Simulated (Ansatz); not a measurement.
**C₂H₄AlNO: small, medium and large basis sets**

One table from this session's results is given with a row withheld; the runs are named, their logs left out.

Method: one geometry, several basis sets; program: Ansatz 0.2.0, Gaussian basis.

Plan: PBE0-D4/def2-SVP; ωB97M-V/def2-SVP; PBE0-D4/def2-QZVPP; ωB97M-V/def2-QZVPP; the functionals' def2-TZVPP values are taken from earlier runs.

**The relaxed structure**

All runs share one geometry, relaxed beforehand with PBE0-D4 in a triple-zeta def2 set.

SMILES `N=[C]1C[O][AlH]1`, 9 atoms, charge 0, spin multiplicity 1.

Atoms are counted from 1 here; the program's logs count them from 0.

Bond lengths: N1–C2 1.259 Å, N1–H6 1.019 Å, C2–C3 1.531 Å, C2–Al5 1.990 Å, C3–O4 1.433 Å, C3–H7 1.096 Å, C3–H8 1.096 Å, O4–Al5 1.722 Å, Al5–H9 1.580 Å. Angles: C2–N1–H6 111.7°, N1–C2–C3 124.1°, N1–C2–Al5 153.1°, C3–C2–Al5 82.8°, C2–C3–O4 103.7°, C2–C3–H7 111.2°, C2–C3–H8 111.2°, O4–C3–H7 110.9°, O4–C3–H8 110.9°, H7–C3–H8 108.9°, C3–O4–Al5 96.1°, C2–Al5–O4 77.4°, C2–Al5–H9 151.9°, O4–Al5–H9 130.7°.

Coordinates:

```
atom    x (Å)    y (Å)    z (Å)
  N1   0.4662   0.9339  -1.6250
  C2   0.0941   0.4202  -0.5379
  C3   0.5675  -0.9431  -0.0273
  O4  -0.1160  -1.0927   1.2231
 Al5  -0.9466   0.4142   1.1582
  H6   0.0348   1.8445  -1.7790
  H7   0.2911  -1.7443  -0.7219
  H8   1.6536  -0.9571   0.1171
  H9  -1.9563   1.0781   2.1756
```

Set-up of the first run:

File in.yaml:

```yaml
crystal:
  periodic: [false, false, false]
  atoms:
    - {symbol: N, position_ang: [0.466228, 0.933925, -1.624982]}
    - {symbol: C, position_ang: [0.094069, 0.420160, -0.537853]}
    - {symbol: C, position_ang: [0.567501, -0.943087, -0.027336]}
    - {symbol: O, position_ang: [-0.116017, -1.092666, 1.223137]}
    - {symbol: Al, position_ang: [-0.946640, 0.414212, 1.158238]}
    - {symbol: H, position_ang: [0.034770, 1.844529, -1.778965]}
    - {symbol: H, position_ang: [0.291119, -1.744329, -0.721878]}
    - {symbol: H, position_ang: [1.653648, -0.957077, 0.117085]}
    - {symbol: H, position_ang: [-1.956278, 1.078134, 2.175557]}
basis:
  gaussian: {orbitals: def2-SVP}
hamiltonian: {xc: pbe0, dispersion: d4}
output: {orbitals: {seedname: orbitals}}
```

The run is started by

```
$ ansatz run in.yaml --threads 2 --pin off --events-out ev --progress --plain --max-ram 4352MiB
```

Among the steps run: PBE0-D4 in def2-SVP; ωB97M-V in def2-SVP; PBE0-D4 in def2-QZVPP; ωB97M-V in def2-QZVPP.

One of the session's tables, all rows but one given; the rest of the session is left out.

It belongs to the step «Functionals by basis». 

| functional | basis | HOMO (eV) | LUMO (eV) |
| --- | --- | --- | --- |
| PBE0-D4 | def2-SVP | ? | ? |
| PBE0-D4 | def2-TZVPP | -6.65 | -1.80 |
| PBE0-D4 | def2-QZVPP | -6.69 | -1.84 |
| ωB97M-V | def2-SVP | -8.69 | 0.24 |
| ωB97M-V | def2-TZVPP | -8.84 | 0.01 |
| ωB97M-V | def2-QZVPP | -8.88 | -0.15 |

**Question.** Estimate the row for PBE0-D4, def2-SVP.

The run gave: HOMO (eV): -6.53; LUMO (eV): -1.66. In the column «HOMO (eV)» it is the highest.
